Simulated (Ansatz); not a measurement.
# C2H7AlS: small, medium and large basis sets

One table from this session's results is given with a row withheld; the runs are named, their logs left out.

Program: Ansatz 0.2.0, Gaussian basis. Level of theory: one geometry, several basis sets. These are calculated values, not measurements.

Levels to be run: PBE0-D4/def2-SVP; ωB97M-V/def2-SVP; PBE0-D4/def2-QZVPP; ωB97M-V/def2-QZVPP; the functionals' def2-TZVPP values are taken from earlier runs.

### The geometry

All runs share one geometry, relaxed beforehand with PBE0-D4 in a triple-zeta def2 set.

11 atoms, charge 0, spin multiplicity 1.

Atoms are counted from 1 here; the program's logs count them from 0.

Bond lengths: C1–C2 1.512 Å, C1–H5 1.094 Å, C1–H6 1.093 Å, C1–H7 1.095 Å, C2–Al3 1.965 Å, C2–S4 1.880 Å, C2–H8 1.089 Å, Al3–S4 2.464 Å, Al3–H9 1.587 Å, Al3–H10 1.586 Å, S4–H11 1.344 Å. Angles: C2–C1–H5 111.8°, C2–C1–H6 108.9°, C2–C1–H7 113.0°, H5–C1–H6 106.9°, H5–C1–H7 108.0°, H6–C1–H7 108.0°, C1–C2–Al3 121.6°, C1–C2–S4 108.6°, C1–C2–H8 112.1°, Al3–C2–S4 79.7°, Al3–C2–H8 120.4°, S4–C2–H8 106.7°, C2–Al3–S4 48.6°, C2–Al3–H9 118.5°, C2–Al3–H10 116.8°, S4–Al3–H9 108.1°, S4–Al3–H10 110.4°, H9–Al3–H10 124.6° and more.

Set-up of the first run:

The input, in.yaml:

```yaml
crystal:
  periodic: [false, false, false]
  atoms:
    - {symbol: C, position_ang: [-0.714880, 1.194087, -0.650276]}
    - {symbol: C, position_ang: [-0.490596, -0.109062, 0.083763]}
    - {symbol: Al, position_ang: [1.135613, -0.428638, 1.138947]}
    - {symbol: S, position_ang: [0.423449, -1.291227, -1.056383]}
    - {symbol: H, position_ang: [0.227538, 1.646392, -0.972096]}
    - {symbol: H, position_ang: [-1.193260, 1.904665, 0.029069]}
    - {symbol: H, position_ang: [-1.354759, 1.084175, -1.531732]}
    - {symbol: H, position_ang: [-1.427396, -0.594389, 0.353213]}
    - {symbol: H, position_ang: [1.146777, -1.639276, 2.165147]}
    - {symbol: H, position_ang: [2.315849, 0.616332, 0.966468]}
    - {symbol: H, position_ang: [-0.003036, -2.439958, -0.505418]}
basis:
  gaussian: {orbitals: def2-SVP}
hamiltonian: {xc: pbe0, dispersion: d4}
output: {orbitals: {seedname: orbitals}}
```

Started as:

```sh
$ ansatz run in.yaml --threads 2 --pin off --events-out ev --progress --plain --max-ram 4352MiB
```

Among the steps run: PBE0-D4 in def2-SVP; ωB97M-V in def2-SVP; PBE0-D4 in def2-QZVPP; ωB97M-V in def2-QZVPP.

One of the session's tables, all rows but one given; the rest of the session is left out.

It belongs to the step «Density functionals: the series». 

```
functional       basis  HOMO (eV)  LUMO (eV)
   PBE0-D4    def2-SVP      -6.95      -0.11
   PBE0-D4  def2-TZVPP      -6.96      -0.31
   PBE0-D4  def2-QZVPP      -6.97      -0.45
   ωB97M-V    def2-SVP      -9.08       1.55
   ωB97M-V  def2-TZVPP          ?          ?
   ωB97M-V  def2-QZVPP      -9.12       0.77
```

Q: Estimate the row for ωB97M-V, def2-TZVPP from the others.

As computed: HOMO (eV): -9.12; LUMO (eV): 1.21.
